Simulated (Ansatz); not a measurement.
# Y7N: the cost of one run

Computed with Ansatz 0.2.0 (DFT PBE, scalar-relativistic, plane waves, PAW, unless a step's input says otherwise).

### Step 1. The starting structure

The structure is cubic, space group Fm-3m (No. 225). Conventional cell: a = 8.752 Å, b = 8.752 Å, c = 8.752 Å, α = 90.00°, β = 90.00°, γ = 90.00°. Around Y (site symmetry mmm) lie 10 Y at 3.09 Å and 2 N at 3.09 Å. Y (site symmetry m-3m) has 12 Y at 3.09 Å as nearest neighbours. N (site symmetry m-3m) has 12 Y at 3.09 Å as nearest neighbours.

Structure file:

```
Y N
1.0
     0.00000    4.37581    4.37581
     4.37581    0.00000    4.37581
     4.37581    4.37581    0.00000
Y N
7 1
Direct
  0.00000 0.00000 0.50000
  0.50000 0.00000 0.50000
  0.00000 0.50000 0.50000
  0.50000 0.50000 0.00000
  0.00000 0.50000 0.00000
  0.50000 0.00000 0.00000
  0.50000 0.50000 0.50000
  0.00000 0.00000 0.00000
```

Recipe of the guess: species swapped into a database cell of Zn7Mo (Fm-3m, No. 225), with Y on the Zn sites and N on the Mo sites. Its size is a rough estimate.

### Step 2. The guess as it stands, on a coarse mesh

input.yaml reads:

```yaml
crystal:
  lattice:
    - [0.0, 4.37581481, 4.37581481]
    - [4.37581481, 0.0, 4.37581481]
    - [4.37581481, 4.37581481, 0.0]
  atoms:
    - { symbol: "Y", position: [0.0, 0.0, 0.5] }
    - { symbol: "Y", position: [0.5, 0.0, 0.5] }
    - { symbol: "Y", position: [0.0, 0.5, 0.5] }
    - { symbol: "Y", position: [0.5, 0.5, 0.0] }
    - { symbol: "Y", position: [0.0, 0.5, 0.0] }
    - { symbol: "Y", position: [0.5, 0.0, 0.0] }
    - { symbol: "Y", position: [0.5, 0.5, 0.5] }
    - { symbol: "N", position: [0.0, 0.0, 0.0] }
basis:
  ecutwfc: 420
kpoints:
  mp_grid: { grid: [4, 4, 4] }
hamiltonian:
  xc: pbe
scf:
  occupations: { method: gaussian, width: 0.1 }
  lower_state_search: "off"
output:
  forces: true
  stress: true
  eigenvalues: true
```

Launch:

```sh
> ansatz run input.yaml --threads 1 --pin off --max-ram 2048MiB --backend cpu --events-out ev --progress --plain --runs-dir out
```

Q: Estimate wall time and peak memory on 1 thread of Arm Neoverse V2, shared host.

About 3.3 s, with a peak of 0.41 GiB.
